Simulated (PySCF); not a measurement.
**C4H6GaN: electronic excitations at several levels of theory**

How much do the electronic excitations of C4H6GaN (`C#CCC#[N+][GaH3-]`) depend on the level of theory, and what does each level cost?

The runs use PySCF 2.14.0, with density-fitted response routines of our own; the level of theory stands in each step. All values are computed, except where a source is named. Atoms count from 0, in the outputs and in this text.

## Step 1: The starting structure

12 atoms, charge 0, multiplicity 1; geometry from: UFF.

Bonds of the start (Å): C0–C1 1.21, C1–C2 1.46, C2–C3 1.46, C3–N4 1.16, N4–Ga5 1.87, C0–H6 1.06, C2–H7 1.11, C2–H8 1.11, Ga5–H9 1.61, Ga5–H10 1.61, Ga5–H11 1.61.

## Step 2: Optimising the geometry at PBE0-D3(BJ)/def2-SVP

What the job is given:

```
{"job": {"xc": "PBE0", "basis": "def2-SVP", "d3": "d3bj", "grid": 1, "kind": "geom"}, "charge": 0, "multiplicity": 1}
C     -3.127525     0.393378     0.877742
C     -2.220760    -0.376090     0.678756
C     -1.121015    -1.311918     0.437588
C      0.082513    -0.569834     0.059530
N      1.034033     0.016800    -0.239360
Ga     2.569215     0.965551    -0.721729
H     -3.923264     1.068862     1.052349
H     -0.921228    -1.893333     1.361148
H     -1.399344    -2.005973    -0.382011
H      3.803234     0.490200     0.197134
H      2.909966     0.681349    -2.269690
H      2.314176     2.541007    -0.507328
```

On the command line:

```
OMP_NUM_THREADS=1 python probes_run.py task.json out
```

The driver reads the jobs from task.json and runs them one after another.

The program printed:

```text
step   0  E = -2134.60096156  max force = 0.058092
step   1  E = -2134.61329138  max force = 0.028256
step   2  E = -2134.61784333  max force = 0.005144
step   3  E = -2134.61856760  max force = 0.004386
step   4  E = -2134.61878540  max force = 0.002032
step   5  E = -2134.61883028  max force = 0.000321
step   6  E = -2134.61883168  max force = 0.000173
optimisation converged
```

Run time: 31 s. Hardware: 1 thread, shared host.

Relaxation path:

```tsv
step	energy from step 0 (eV)	largest force component (eV/Å)
0	0.0000	2.9872
1	-0.3355	1.4530
2	-0.4594	0.2645
3	-0.4791	0.2255
4	-0.4850	0.1045
5	-0.4862	0.0165
6	-0.4863	0.0089
```

Close pairs (by a distance rule), those that changed most:

```tsv
bond	before (Å)	after (Å)	change (Å)
N4–Ga5	1.868	2.149	+0.281
Ga5–H11	1.610	1.578	-0.032
Ga5–H9	1.610	1.579	-0.031
Ga5–H10	1.610	1.579	-0.031
C0–H6	1.058	1.075	+0.017
C3–N4	1.157	1.151	-0.006
C1–C2	1.464	1.459	-0.005
C2–H8	1.109	1.104	-0.005
```

The end geometry stands in the next job.

```tsv
at the end point	value
point group (found at 0.08 Å tolerance)	C1
rotational constants (GHz, main isotopes)	9.536, 0.631, 0.599
dipole moment (D)	7.34
```

## Step 3: Ultraviolet spectrum: CAM-B3LYP/def2-SVPD

What the job is given:

```
{"job": {"kind": "uv", "xc": "CAM-B3LYP", "basis": "def2-SVPD", "ip": true}, "charge": 0, "multiplicity": 1}
C     -3.223584     0.335091     0.892549
C     -2.275290    -0.382402     0.682529
C     -1.132984    -1.253184     0.429149
C      0.074167    -0.517018     0.063859
N      1.033596     0.048255    -0.226649
Ga     2.832477     1.082843    -0.786906
H     -4.066298     0.976445     1.079166
H     -0.898820    -1.862204     1.319888
H     -1.354281    -1.962467    -0.387595
H      3.795967     0.391182     0.255921
H      2.882967     0.593686    -2.287708
H      2.332083     2.549774    -0.490073
```

Level: TDDFT CAM-B3LYP/def2-SVPD, vertical, gas phase, core orbitals frozen in the response.

The program printed:

```text
coarse grid: 48088 points
cycle   1  E = -2135.0460456794  dE =  1.107e-01  |g| = 6.568e-01  |ddm| = 7.530e+00
cycle   2  E = -2134.9505639007  dE =  9.548e-02  |g| = 9.922e-01  |ddm| = 2.120e+00
cycle   3  E = -2135.1294242184  dE = -1.789e-01  |g| = 1.743e-01  |ddm| = 1.080e+00
cycle   4  E = -2135.1347610880  dE = -5.337e-03  |g| = 5.908e-02  |ddm| = 2.256e-01
cycle   5  E = -2135.1353443532  dE = -5.833e-04  |g| = 1.056e-02  |ddm| = 1.336e-01
cycle   6  E = -2135.1353676182  dE = -2.326e-05  |g| = 2.939e-03  |ddm| = 2.341e-02
cycle   7  E = -2135.1353693405  dE = -1.722e-06  |g| = 1.732e-03  |ddm| = 1.044e-02
final grid: 101352 points
cycle   8  E = -2135.1353569787  dE =  1.035e-06  |g| = 2.733e-03  |ddm| = 5.524e-03
cycle   9  E = -2135.1353541198  dE =  2.859e-06  |g| = 4.441e-03  |ddm| = 9.077e-03
cycle  10  E = -2135.1353587194  dE = -4.600e-06  |g| = 8.284e-05  |ddm| = 5.606e-03
cycle  11  E = -2135.1353587206  dE = -1.184e-09  |g| = 2.184e-05  |ddm| = 1.315e-04
cycle  12  E = -2135.1353587206  dE = -8.367e-11  |g| = 1.331e-05  |ddm| = 3.265e-05
converged SCF energy = -2135.1353587206

Static polarisability (au): isotropic 86.553, principal 68.962 80.318 110.380

Singlet excitations
state   eV       nm        f      main configurations
  1   6.2445    198.5   0.00104   H->L 0.71, H->L+2 0.12
  2   6.3438    195.4   0.01984   H-1->L 0.54, H->L+1 0.22, H-1->L+2 0.14
  3   6.4177    193.2   0.00233   H-1->L+1 0.84
  4   6.4387    192.6   0.00057   H-2->L 0.40, H-2->L+4 0.27, H-2->L+2 0.08
  5   6.6247    187.2   0.22388   H->L+1 0.63, H-1->L 0.24
  6   6.7747    183.0   0.00199   H-2->L+3 0.32, H-3->L 0.26, H-3->L+4 0.13
  7   6.7899    182.6   0.03163   H->L+2 0.48, H->L+7 0.21, H->L+6 0.20
  8   6.8005    182.3   0.03505   H-1->L+2 0.40, H-1->L+7 0.23, H-1->L+6 0.17
  9   6.8614    180.7   0.00020   H-3->L+3 0.66, H-3->L+1 0.18
 10   7.1742    172.8   0.05668   H->L+5 0.40, H->L+2 0.18, H->L+4 0.12

Triplet excitations (Tamm-Dancoff, eV): 5.3208 5.8110 5.8320 5.9002
Vertical ionisation energy (delta-SCF) = 9.7318 eV
```

Wall time 50 s (1 thread, shared host).

Frontier orbitals and where they lie:

```tsv
orbital	eV	atoms
HOMO−3	-10.60	C1 43 %, C0 42 %, C2 6 %
HOMO−2	-10.45	C0 42 %, C1 41 %, C2 8 %
HOMO−1	-8.71	Ga5 41 %, H11 34 %, H9 13 %
HOMO	-8.71	Ga5 41 %, H10 29 %, H9 24 %
LUMO	0.10	C3 21 %, N4 19 %, C2 17 %
LUMO+1	0.41	N4 29 %, C3 27 %, C2 15 %
LUMO+2	0.51	C3 25 %, C2 15 %, C1 12 %
```

With each of the 10 states as a Gaussian band of 0.4 eV half-width at 1/e, the curve within the window shown has maxima at 186 nm (ε 12,000) L/(mol cm). Beyond the last state computed it falls off for lack of states. The curve at chosen wavelengths:

nm, ε (L/mol/cm) and a bar:
```
      166       1564 ####
      168       2300 #####
      170       3194 ########
      172       4258 ##########
      174       5505 #############
      177       7689 ###################
      179       9231 ######################
      181      10655 ##########################
      183      11760 ############################
      185      12370 ##############################
      187      12382 ##############################
      189      11800 #############################
      191      10721 ##########################
      194       8535 #####################
      196       6959 #################
      198       5461 #############
      200       4137 ##########
      202       3035 #######
      204       2162 #####
      206       1499 ###
      208       1014 ##
      211        542 #
      213        348 #
      215        219 
      217        136 
      219         83
```

Ground-state properties from the same run:

```tsv
property	computed
dipole moment (D)	7.43
polarisability (Å³)	12.83
HOMO–LUMO gap (eV)	8.81
−ε(HOMO) (eV)	8.71
```

## Step 4: Excited states and response: wB97X-D/def2-SVPD

Same as in step 3 but for these lines:

```diff
@@ -1,2 +1,2 @@
-{"job": {"kind": "uv", "xc": "CAM-B3LYP", "basis": "def2-SVPD", "ip": true}, "charge": 0, "multiplicity": 1}
+{"job": {"kind": "uv", "xc": "wB97X-D", "basis": "def2-SVPD", "ip": true}, "charge": 0, "multiplicity": 1}
 C     -3.223584     0.335091     0.892549
```

Method: TDDFT wB97X-D/def2-SVPD, vertical, gas phase, core orbitals frozen in the response.

The program printed:

```text
coarse grid: 48088 points
cycle   1  E = -2135.0212938733  dE =  1.162e-01  |g| = 6.445e-01  |ddm| = 6.771e+00
cycle   2  E = -2134.9552090844  dE =  6.608e-02  |g| = 9.155e-01  |ddm| = 2.007e+00
cycle   3  E = -2135.1109991028  dE = -1.558e-01  |g| = 1.345e-01  |ddm| = 1.039e+00
cycle   4  E = -2135.1141393682  dE = -3.140e-03  |g| = 5.943e-02  |ddm| = 2.421e-01
cycle   5  E = -2135.1147211098  dE = -5.817e-04  |g| = 1.038e-02  |ddm| = 1.487e-01
cycle   6  E = -2135.1147448803  dE = -2.377e-05  |g| = 2.577e-03  |ddm| = 2.912e-02
cycle   7  E = -2135.1147467831  dE = -1.903e-06  |g| = 1.090e-03  |ddm| = 1.477e-02
final grid: 101352 points
cycle   8  E = -2135.1151098278  dE = -1.417e-06  |g| = 1.504e-03  |ddm| = 1.399e-02
cycle   9  E = -2135.1151093661  dE =  4.617e-07  |g| = 2.098e-03  |ddm| = 5.048e-03
cycle  10  E = -2135.1151103681  dE = -1.002e-06  |g| = 8.797e-05  |ddm| = 2.747e-03
cycle  11  E = -2135.1151103704  dE = -2.214e-09  |g| = 3.609e-05  |ddm| = 3.345e-04
cycle  12  E = -2135.1151103707  dE = -3.874e-10  |g| = 1.391e-05  |ddm| = 1.086e-04
converged SCF energy = -2135.1151103707

Static polarisability (au): isotropic 87.124, principal 69.591 80.762 111.020

Singlet excitations
state   eV       nm        f      main configurations
  1   6.2545    198.2   0.00148   H->L 0.80
  2   6.3488    195.3   0.01850   H-1->L 0.61, H->L+1 0.24
  3   6.4195    193.1   0.00331   H-1->L+1 0.86
  4   6.4995    190.8   0.00040   H-2->L 0.51, H-2->L+4 0.28
  5   6.6318    187.0   0.24210   H->L+1 0.66, H-1->L 0.24
  6   6.8339    181.4   0.00022   H-2->L+3 0.36, H-3->L 0.34, H-3->L+4 0.15
  7   6.8968    179.8   0.02335   H->L+6 0.39, H->L+2 0.28, H->L+7 0.12
  8   6.9060    179.5   0.02178   H-1->L+6 0.37, H-1->L+2 0.24, H-1->L+7 0.14
  9   6.9310    178.9   0.00012   H-3->L+3 0.71, H-3->L+1 0.17
 10   7.2911    170.0   0.11312   H->L+5 0.48, H->L+2 0.32, H->L+4 0.12

Triplet excitations (Tamm-Dancoff, eV): 5.4223 5.9220 5.9647 6.0294
Vertical ionisation energy (delta-SCF) = 9.7415 eV
```

It took 39 s on 1 thread, shared host.

This run: HOMO -9.21 eV, LUMO 0.81 eV; lowest singlet 6.25 eV.

## Step 5: Excited states and response: LC-wPBE/def2-SVPD

Same as in step 4 but for these lines:

```diff
@@ -1,2 +1,2 @@
-{"job": {"kind": "uv", "xc": "wB97X-D", "basis": "def2-SVPD", "ip": true}, "charge": 0, "multiplicity": 1}
+{"job": {"kind": "uv", "xc": "LC-wPBE", "basis": "def2-SVPD", "ip": true}, "charge": 0, "multiplicity": 1}
 C     -3.223584     0.335091     0.892549
```

With the program's defaults for keys left out, this is: TDDFT LC-wPBE/def2-SVPD, vertical, gas phase, core orbitals frozen in the response.

The program printed:

```text
coarse grid: 48088 points
cycle   1  E = -2134.6204580462  dE =  1.535e-01  |g| = 7.071e-01  |ddm| = 6.589e+00
cycle   2  E = -2134.5934298455  dE =  2.703e-02  |g| = 8.838e-01  |ddm| = 1.866e+00
cycle   3  E = -2134.7276484830  dE = -1.342e-01  |g| = 1.193e-01  |ddm| = 1.039e+00
cycle   4  E = -2134.7301914061  dE = -2.543e-03  |g| = 6.516e-02  |ddm| = 2.648e-01
cycle   5  E = -2134.7309020077  dE = -7.106e-04  |g| = 1.208e-02  |ddm| = 1.721e-01
cycle   6  E = -2134.7309346310  dE = -3.262e-05  |g| = 2.618e-03  |ddm| = 3.348e-02
cycle   7  E = -2134.7309370385  dE = -2.407e-06  |g| = 5.337e-04  |ddm| = 1.368e-02
final grid: 101352 points
cycle   8  E = -2134.7309528020  dE = -1.383e-07  |g| = 5.354e-04  |ddm| = 6.125e-03
cycle   9  E = -2134.7309528903  dE = -8.827e-08  |g| = 6.687e-04  |ddm| = 1.342e-03
cycle  10  E = -2134.7309528824  dE =  7.838e-09  |g| = 8.762e-05  |ddm| = 6.693e-04
cycle  11  E = -2134.7309528714  dE =  1.104e-08  |g| = 3.240e-05  |ddm| = 1.633e-04
cycle  12  E = -2134.7309528717  dE = -3.383e-10  |g| = 1.606e-05  |ddm| = 1.244e-04
converged SCF energy = -2134.7309528717

Static polarisability (au): isotropic 83.737, principal 66.932 77.882 106.397

Singlet excitations
state   eV       nm        f      main configurations
  1   6.5345    189.7   0.00010   H-2->L 0.25, H-2->L+6 0.23, H-2->L+1 0.14
  2   6.9512    178.4   0.00553   H-2->L+4 0.37, H-3->L 0.17, H-3->L+6 0.14
  3   7.0142    176.8   0.00034   H-3->L+4 0.62, H-3->L+2 0.13
  4   7.1303    173.9   0.00006   H->L 0.41, H->L+6 0.16, H->L+7 0.12
  5   7.1803    172.7   0.00125   H-1->L+7 0.20, H-1->L+1 0.18, H->L+2 0.12
  6   7.2223    171.7   0.00268   H-1->L+2 0.28, H->L+7 0.14, H->L+1 0.10
  7   7.3952    167.7   0.02869   H-1->L 0.33, H-1->L+7 0.16, H-1->L+6 0.14
  8   7.4260    167.0   0.02332   H-1->L+2 0.43, H->L+1 0.13, H->L+7 0.10
  9   7.6531    162.0   0.32015   H->L+2 0.57, H-1->L 0.18, H-1->L+1 0.11
 10   7.8134    158.7   0.16252   H->L+3 0.46, H->L+1 0.31, H->L 0.14

Triplet excitations (Tamm-Dancoff, eV): 5.2158 5.7855 5.8149 6.1797
Vertical ionisation energy (delta-SCF) = 9.8755 eV
```

Run time: 73 s. Hardware: 1 thread, shared host.

Key values: HOMO -10.08 eV, LUMO 1.27 eV; lowest singlet 6.53 eV.

## Step 6: Ultraviolet spectrum: PBE0/6-31G*

Same as in step 5 but for these lines:

```diff
@@ -1,2 +1,2 @@
-{"job": {"kind": "uv", "xc": "LC-wPBE", "basis": "def2-SVPD", "ip": true}, "charge": 0, "multiplicity": 1}
+{"job": {"kind": "uv", "xc": "PBE0", "basis": "6-31G*"}, "charge": 0, "multiplicity": 1}
 C     -3.223584     0.335091     0.892549
```

Level: TDDFT PBE0/6-31G*, vertical, gas phase, core orbitals frozen in the response.

The program printed:

```text
coarse grid: 48088 points
cycle   1  E = -2134.6513807431  dE =  1.108e-01  |g| = 6.062e-01  |ddm| = 3.533e+00
cycle   2  E = -2134.4977112731  dE =  1.537e-01  |g| = 1.065e+00  |ddm| = 1.200e+00
cycle   3  E = -2134.7083125135  dE = -2.106e-01  |g| = 2.727e-01  |ddm| = 8.042e-01
cycle   4  E = -2134.7233278613  dE = -1.502e-02  |g| = 5.255e-02  |ddm| = 2.118e-01
cycle   5  E = -2134.7237690019  dE = -4.411e-04  |g| = 1.769e-02  |ddm| = 4.332e-02
cycle   6  E = -2134.7238270198  dE = -5.802e-05  |g| = 8.208e-03  |ddm| = 1.855e-02
cycle   7  E = -2134.7238429474  dE = -1.593e-05  |g| = 1.569e-03  |ddm| = 7.095e-03
cycle   8  E = -2134.7238435445  dE = -5.971e-07  |g| = 2.045e-04  |ddm| = 1.588e-03
final grid: 101352 points
cycle   9  E = -2134.7238751522  dE = -7.314e-09  |g| = 2.146e-04  |ddm| = 1.077e-03
cycle  10  E = -2134.7238751387  dE =  1.346e-08  |g| = 3.324e-04  |ddm| = 4.165e-04
cycle  11  E = -2134.7238751607  dE = -2.201e-08  |g| = 1.064e-04  |ddm| = 2.687e-04
cycle  12  E = -2134.7238751634  dE = -2.708e-09  |g| = 6.668e-06  |ddm| = 8.046e-05
cycle  13  E = -2134.7238751635  dE = -1.000e-11  |g| = 2.208e-06  |ddm| = 4.927e-06
converged SCF energy = -2134.7238751635

Static polarisability (au): isotropic 70.339, principal 50.448 64.256 96.314

Singlet excitations
state   eV       nm        f      main configurations
  1   5.6418    219.8   0.00127   H->L 0.96
  2   5.7391    216.0   0.02788   H-1->L 0.83, H->L+1 0.14
  3   5.8704    211.2   0.00265   H-1->L+1 0.96
  4   6.0445    205.1   0.15519   H->L+1 0.83, H-1->L 0.15
  5   6.4239    193.0   0.00099   H-2->L 0.76, H-2->L+3 0.10
  6   6.7765    183.0   0.00336   H->L+3 0.66, H->L+4 0.30
  7   6.7877    182.7   0.00632   H-1->L+3 0.55, H-1->L+4 0.27, H-3->L 0.09
  8   6.8116    182.0   0.01037   H-3->L 0.53, H-2->L+2 0.18, H-1->L+3 0.09
  9   6.9941    177.3   0.00085   H-3->L+2 0.47, H-3->L+1 0.43
 10   7.2716    170.5   0.00122   H-1->L+2 0.89

Triplet excitations (Tamm-Dancoff, eV): 5.2337 5.4265 5.5399 5.6458
```

Wall time 7.6 s (1 thread, shared host).

This run: HOMO -7.33 eV, LUMO -0.67 eV; lowest singlet 5.64 eV.

## Step 7: Excited states and response: PBE0/def2-SVP

Same as in step 6 but for these lines:

```diff
@@ -1,2 +1,2 @@
-{"job": {"kind": "uv", "xc": "PBE0", "basis": "6-31G*"}, "charge": 0, "multiplicity": 1}
+{"job": {"kind": "uv", "xc": "PBE0", "basis": "def2-SVP"}, "charge": 0, "multiplicity": 1}
 C     -3.223584     0.335091     0.892549
```

With the program's defaults for keys left out, this is: TDDFT PBE0/def2-SVP, vertical, gas phase, core orbitals frozen in the response.

The program printed:

```text
coarse grid: 48088 points
cycle   1  E = -2134.5406083883  dE =  5.584e-02  |g| = 5.889e-01  |ddm| = 3.749e+00
cycle   2  E = -2134.3886831441  dE =  1.519e-01  |g| = 1.042e+00  |ddm| = 1.160e+00
cycle   3  E = -2134.5966886709  dE = -2.080e-01  |g| = 2.654e-01  |ddm| = 7.912e-01
cycle   4  E = -2134.6109317642  dE = -1.424e-02  |g| = 4.963e-02  |ddm| = 2.047e-01
cycle   5  E = -2134.6113320809  dE = -4.003e-04  |g| = 1.676e-02  |ddm| = 4.318e-02
cycle   6  E = -2134.6113853127  dE = -5.323e-05  |g| = 7.765e-03  |ddm| = 1.877e-02
cycle   7  E = -2134.6113996956  dE = -1.438e-05  |g| = 1.646e-03  |ddm| = 6.754e-03
cycle   8  E = -2134.6114003618  dE = -6.662e-07  |g| = 1.679e-04  |ddm| = 1.699e-03
final grid: 101352 points
cycle   9  E = -2134.6114129720  dE = -7.314e-09  |g| = 1.692e-04  |ddm| = 1.040e-03
cycle  10  E = -2134.6114129631  dE =  8.887e-09  |g| = 2.667e-04  |ddm| = 3.428e-04
cycle  11  E = -2134.6114129774  dE = -1.423e-08  |g| = 8.222e-05  |ddm| = 2.148e-04
cycle  12  E = -2134.6114129790  dE = -1.608e-09  |g| = 5.618e-06  |ddm| = 6.251e-05
cycle  13  E = -2134.6114129790  dE = -3.638e-12  |g| = 3.037e-06  |ddm| = 6.093e-06
converged SCF energy = -2134.6114129790

Static polarisability (au): isotropic 73.976, principal 54.562 67.960 99.407

Singlet excitations
state   eV       nm        f      main configurations
  1   5.4346    228.1   0.00165   H->L 0.96
  2   5.5299    224.2   0.02753   H-1->L 0.83, H->L+1 0.15
  3   5.6561    219.2   0.00349   H-1->L+1 0.96
  4   5.8321    212.6   0.15463   H->L+1 0.83, H-1->L 0.15
  5   6.4376    192.6   0.00084   H-2->L 0.75, H-2->L+3 0.18
  6   6.8089    182.1   0.00808   H-3->L 0.56, H-2->L+2 0.23, H-2->L+1 0.09
  7   6.8480    181.1   0.00260   H->L+4 0.57, H->L+3 0.24, H->L+5 0.15
  8   6.8691    180.5   0.00498   H-1->L+4 0.62, H-1->L+3 0.18, H-1->L+5 0.15
  9   6.8967    179.8   0.00029   H-1->L+2 0.84, H-3->L+2 0.08
 10   6.9374    178.7   0.01052   H->L+2 0.95

Triplet excitations (Tamm-Dancoff, eV): 5.2352 5.2573 5.3413 5.4514
```

It took 9.2 s on 1 thread, shared host.

In short: HOMO -7.30 eV, LUMO -0.86 eV; lowest singlet 5.43 eV.

## Step 8: Excited states and response: PBE0/def2-TZVP

Same as in step 7 but for these lines:

```diff
@@ -1,2 +1,2 @@
-{"job": {"kind": "uv", "xc": "PBE0", "basis": "def2-SVP"}, "charge": 0, "multiplicity": 1}
+{"job": {"kind": "uv", "xc": "PBE0", "basis": "def2-TZVP"}, "charge": 0, "multiplicity": 1}
 C     -3.223584     0.335091     0.892549
```

Level: TDDFT PBE0/def2-TZVP, vertical, gas phase, core orbitals frozen in the response.

The program printed:

```text
coarse grid: 48088 points
cycle   1  E = -2134.9974969421  dE =  1.056e-01  |g| = 8.134e-01  |ddm| = 3.135e+00
cycle   2  E = -2134.8265205115  dE =  1.710e-01  |g| = 1.286e+00  |ddm| = 1.224e+00
cycle   3  E = -2135.0612079702  dE = -2.347e-01  |g| = 3.637e-01  |ddm| = 7.123e-01
cycle   4  E = -2135.0874105346  dE = -2.620e-02  |g| = 6.480e-02  |ddm| = 2.012e-01
cycle   5  E = -2135.0881285231  dE = -7.180e-04  |g| = 1.883e-02  |ddm| = 4.570e-02
cycle   6  E = -2135.0881900643  dE = -6.154e-05  |g| = 9.072e-03  |ddm| = 1.575e-02
cycle   7  E = -2135.0882087642  dE = -1.870e-05  |g| = 2.221e-03  |ddm| = 5.626e-03
cycle   8  E = -2135.0882099370  dE = -1.173e-06  |g| = 2.530e-04  |ddm| = 2.130e-03
final grid: 101352 points
cycle   9  E = -2135.0882105566  dE = -1.698e-08  |g| = 2.992e-04  |ddm| = 2.841e-03
cycle  10  E = -2135.0882105184  dE =  3.816e-08  |g| = 5.143e-04  |ddm| = 5.418e-04
cycle  11  E = -2135.0882105728  dE = -5.441e-08  |g| = 1.383e-04  |ddm| = 3.087e-04
cycle  12  E = -2135.0882105774  dE = -4.569e-09  |g| = 7.571e-06  |ddm| = 7.936e-05
cycle  13  E = -2135.0882105774  dE = -3.183e-12  |g| = 5.266e-06  |ddm| = 9.053e-06
converged SCF energy = -2135.0882105774

Static polarisability (au): isotropic 83.216, principal 63.259 76.341 110.048

Singlet excitations
state   eV       nm        f      main configurations
  1   5.4166    228.9   0.00138   H->L 0.96
  2   5.5049    225.2   0.02750   H-1->L 0.82, H->L+1 0.15
  3   5.6285    220.3   0.00269   H-1->L+1 0.95
  4   5.7981    213.8   0.16368   H->L+1 0.82, H-1->L 0.15
  5   6.3713    194.6   0.00040   H-2->L 0.74, H-2->L+4 0.17
  6   6.5865    188.2   0.00366   H->L+3 0.84, H->L+5 0.14
  7   6.5962    188.0   0.00350   H-1->L+3 0.83, H-1->L+5 0.15
  8   6.7093    184.8   0.00131   H-3->L 0.42, H-2->L+2 0.20, H->L+2 0.18
  9   6.7186    184.5   0.00053   H-1->L+2 0.87
 10   6.7581    183.5   0.01500   H->L+2 0.78, H-3->L 0.10

Triplet excitations (Tamm-Dancoff, eV): 5.2128 5.2367 5.3264 5.4298
```

Run time: 23 s. Hardware: 1 thread, shared host.

This run: HOMO -7.35 eV, LUMO -0.95 eV; lowest singlet 5.42 eV.

## Step 9: Run by run: electronic excitations

Excitations and ground-state properties, with basis size and wall time:

```tsv
run	lowest singlet (eV)	brightest (eV)	f	gap (eV)	α (Å³)	μ (D)	functions	time
CAM-B3LYP/def2-SVPD	6.24	6.62	0.224	8.81	12.83	7.43	186	50 s
wB97X-D/def2-SVPD	6.25	6.63	0.242	10.02	12.91	7.45	186	39 s
LC-wPBE/def2-SVPD	6.53	7.65	0.320	11.35	12.41	7.49	186	73 s
PBE0/6-31G*	5.64	6.04	0.155	6.66	10.42	7.34	114	7.6 s
PBE0/def2-SVP	5.43	5.83	0.155	6.43	10.96	7.34	132	9.2 s
PBE0/def2-TZVP	5.42	5.80	0.164	6.40	12.33	7.32	239	23 s
```

## Step 10: Outcome

| quantity | value |
| --- | --- |
| point group | C1 |
| rotational constants (main isotopes) | 9.54, 0.63, 0.60 GHz |
| lowest singlet (CAM-B3LYP/def2-SVPD) | 6.24 eV (199 nm), f = 0.001 |
| brightest single state of those computed | state 5, 6.62 eV, f = 0.224 |
| lowest triplet | 5.32 eV |
| vertical ionisation energy (ΔSCF) | 9.73 eV |
| range of the lowest singlet | 5.42 to 6.53 eV |

Single values in the summary come from the first run of each kind that ended normally (CAM-B3LYP/def2-SVPD), which need not be the best level. Relaxing lowered the energy by 0.486 eV in 6 steps; the close pair that moved most is N4–Ga5, from 1.868 to 2.149 Å. The first singlet state (HOMO→LUMO 0.71, HOMO→LUMO+2 0.12) lies at 6.24 eV and is weak; of the 10 states computed, the strongest absorption comes from state 5 at 6.62 eV. The lowest triplet lies 0.92 eV below the lowest singlet (triplets in Tamm-Dancoff, singlets in full TDDFT). ΔSCF puts the ionisation energy at 9.73 eV, 1.03 eV above −ε(HOMO). The lowest singlet runs from 5.42 eV (PBE0/def2-TZVP) to 6.53 eV (LC-wPBE/def2-SVPD), while the orbital gap spans 6.40 to 11.35 eV. The lowest state need not be the same one in every run. The runs solved for a few states only, so the brightest column depends on that window.
